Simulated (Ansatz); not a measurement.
# BHSCl (SMILES S[B]Cl) at UCAM-B3LYP/STO-3G

What is the electronic atomisation energy of BHSCl at UCAM-B3LYP/STO-3G? 

Program for the calculation: Ansatz 0.2.0.

75 further runs of the same task are left out: 2 that didn't finish, 73 set aside as unsound or not needed.

## 1. The structure to begin with

BHSCl has 4 atoms, charge 0, and is taken as a doublet. As SMILES, `S[B]Cl`. The coordinates come from a PBE0-D4/def2-TZVP relaxation.

Bond lengths: S1–B2 1.766 Å, B2–Cl3 1.722 Å, S1–H4 1.344 Å. Angles: S1–B2–Cl3 124.8°, B2–S1–H4 96.3°.

## 2. A single-point energy at UCAM-B3LYP/STO-3G

run.yaml

```yaml
crystal:
  periodic: [false, false, false]
  atoms:
    - symbol: S
      position_ang: [0.566400, -0.789100, 0.531400]
    - symbol: B
      position_ang: [-0.299600, 0.475700, -0.345800]
    - symbol: Cl
      position_ang: [-2.014100, 0.616000, -0.427300]
    - symbol: H
      position_ang: [1.802900, -0.362900, 0.221400]
basis:
  gaussian: {orbitals: STO-3G}
magnetization: {spin_polarized: true, initial_magnetization: 1}
hamiltonian: {xc: {name: CAM-B3LYP}}
accuracy: high
```

On the command line:

```bash
$ ansatz run run.yaml --threads 1 --pin off --max-ram 2610MiB --events-out events.jsonl --progress --plain --runs-dir runs
```

The program printed:

```text
Warning: RAYON_NUM_THREADS=1 ignored (pool sized by the plan → 1); use --threads N
Functional definition: CAM-B3LYP
  name "CAM-B3LYP"
  parameter alpha = 0.19
  parameter beta = 0.46
  parameter omega = 0.33/bohr
  parameter ac = 0.81
  exchange = (1 - alpha - beta)*b88_x + beta*b88_x_sr(omega) + alpha*exact_x + beta*exact_x_lr(omega)
  correlation = (1 - ac)*vwn5_c + ac*lyp_c
427 factors; integrals over basis functions are off by at most 1.9e-8 eV
167 factors; integrals over basis functions are off by at most 1.1e-9 eV
mean field evaluation 1: about -23782.7184 eV, gradient 9.5e0 eV
mean field evaluation 2: about -23783.4440 eV, gradient 6.6e0 eV
mean field evaluation 4: about -23783.8020 eV, gradient 4.5e-1 eV
mean field evaluation 8: about -23783.7895 eV, gradient 1.5e-2 eV
mean field evaluation 16: about -23783.7895 eV, gradient 2.4e-6 eV
mean field -23783.78953280 eV, -874.0381440989 hartree, gradient 7.2e-8 eV, S^2 0.753954; 0 other end points of the search recorded, 0 dependent functions left out
reference -23783.78954575 eV, -874.0381445749 hartree; 20, 19 occupied and 4, 5 virtual orbitals, 427 factors
Total energy: -23783.78954575 eV, -874.0381445749 hartree
```

Wall time 2.6 s (1 thread of Arm Neoverse V1, shared host); peak memory 0.14 GiB.

## 3. The B atom at the same level

molecule.yaml

```yaml
crystal:
  periodic: [false, false, false]
  atoms:
    - {symbol: B, position_ang: [0.000000, 0.000000, 0.000000]}
basis:
  gaussian:
    orbitals: STO-3G
magnetization:
  spin_polarized: true
  initial_magnetization: 1
hamiltonian:
  xc: {name: CAM-B3LYP}
accuracy: high
```

Run the same way, it converges to -24.25659 Eh (log not shown).

## 4. The Cl atom

input.yaml

```yaml
crystal:
  periodic: [false, false, false]
  atoms:
    - {symbol: Cl, position_ang: [0.000000, 0.000000, 0.000000]}
basis:
  gaussian:
    orbitals: STO-3G
magnetization:
  spin_polarized: true
  initial_magnetization: 1
hamiltonian:
  xc: {name: CAM-B3LYP}
accuracy: high
```

Run the same way, it converges to -455.11187 Eh (log not shown).

## 5. The H atom, same level

run.yaml

```yaml
crystal:
  periodic: [false, false, false]
  atoms:
    - {symbol: H, position_ang: [0.000000, 0.000000, 0.000000]}
basis:
  gaussian:
    orbitals: STO-3G
magnetization:
  spin_polarized: true
  initial_magnetization: 1
hamiltonian:
  xc: {name: CAM-B3LYP}
accuracy: high
```

Run the same way, it converges to -0.46260 Eh (log not shown).

## 6. The S atom

job.yaml

```yaml
basis:
  gaussian:
    orbitals: STO-3G
crystal:
  periodic: [false, false, false]
  atoms:
    - {symbol: S, position_ang: [0.000000, 0.000000, 0.000000]}
hamiltonian:
  xc: {name: CAM-B3LYP}
accuracy: high
magnetization:
  spin_polarized: true
  initial_magnetization: 2
```

Run the same way, it converges to -393.66192 Eh (log not shown).

## 7. What came out

At UCAM-B3LYP/STO-3G:

| quantity | value |
| --- | --- |
| molecule: total energy | -874.03814 Eh |
| molecule: ⟨S²⟩ | 0.754 |
| B atom: total energy | -24.25659 Eh |
| B atom: ⟨S²⟩ | 0.750 |
| Cl atom: total energy | -455.11187 Eh |
| Cl atom: ⟨S²⟩ | 0.750 |
| H atom: total energy | -0.46260 Eh |
| H atom: ⟨S²⟩ | 0.750 |
| S atom: total energy | -393.66192 Eh |
| S atom: ⟨S²⟩ | 2.000 |
| electronic atomisation energy | 14.835 eV |

What this shows: Taking the molecule apart into free atoms costs 14.83 eV (342 kcal/mol), before zero-point energy and without spin-orbit coupling. In a minimal basis such a difference can be off by several eV, whatever the method.
